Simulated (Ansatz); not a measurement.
# DyZr2Se: the cost of one run

Program: Ansatz 0.2.0. Level of theory: DFT PBE, scalar-relativistic, plane waves, PAW; 4f electrons in the core of a trivalent norm-conserving potential. These are calculated values, not measurements.

### Step 1. Starting point

It takes space group P4/mmm (No. 123, tetragonal). Conventional cell: a = 4.046 Å, b = 4.046 Å, c = 5.725 Å, α = 90.00°, β = 90.00°, γ = 90.00°. Dy (site symmetry 4/mmm) has 6 Zr at 2.86 Å as nearest neighbours. Around Zr (site symmetry 4/mmm) lie 4 Dy at 2.86 Å and 2 Se at 2.86 Å. Around Zr (site symmetry 4/mmm) lie 4 Se at 2.86 Å and 2 Dy at 2.86 Å. Se (site symmetry 4/mmm) is surrounded by 6 Zr at 2.86 Å.

As a file:

```
CELL_PARAMETERS angstrom
4.04562 0.00000 0.00000
0.00000 4.04562 0.00000
0.00000 0.00000 5.72498
ATOMIC_POSITIONS crystal
Dy 0.50000 0.50000 0.50000
Zr 0.00000 0.00000 0.50000
Zr 0.50000 0.50000 0.00000
Se 0.00000 0.00000 0.00000
```

Recipe of the guess: species swapped into a database cell of GeTe2Pb (P4/mmm, No. 123), with Se on the Ge sites, Zr on the Te sites and Dy on the Pb sites. Lengths come from tabulated atomic sizes and are only a guess.

### Step 2. Probe: one point on a coarse mesh

input.yaml reads:

```yaml
crystal:
  lattice:
    - [4.04562038, 0.0, 0.0]
    - [0.0, 4.04562038, 0.0]
    - [0.0, 0.0, 5.72498424]
  atoms:
    - { symbol: Dy, position: [0.5, 0.5, 0.5] }
    - { symbol: Zr, position: [0.0, 0.0, 0.5] }
    - { symbol: Zr, position: [0.5, 0.5, 0.0] }
    - { symbol: Se, position: [0.0, 0.0, 0.0] }
basis:
  ecutwfc: 630
kpoints:
  mp_grid: { grid: [4, 4, 4] }
hamiltonian:
  xc: pbe
  pseudopotentials:
    kind: paw
    azcp: { Dy: "pseudopotentials/pbe/nc/lanthanide_3plus/Dy.nc.azcp" }
scf:
  occupations: { method: gaussian, width: 0.1 }
  lower_state_search: "off"
output:
  forces: true
  stress: true
  eigenvalues: true
```

Run with:

```sh
$ ansatz run input.yaml --threads 1 --pin off --max-ram 2560MiB --backend cpu --events-out ev --progress --plain --runs-dir out
```

**Question.** How long does this run take on 1 thread of Intel Xeon Platinum 8259CL at 2.50GHz (Skylake/Cascade Lake), shared host, and how much memory does it need?

About 8.6 s, with a peak of 0.47 GiB.
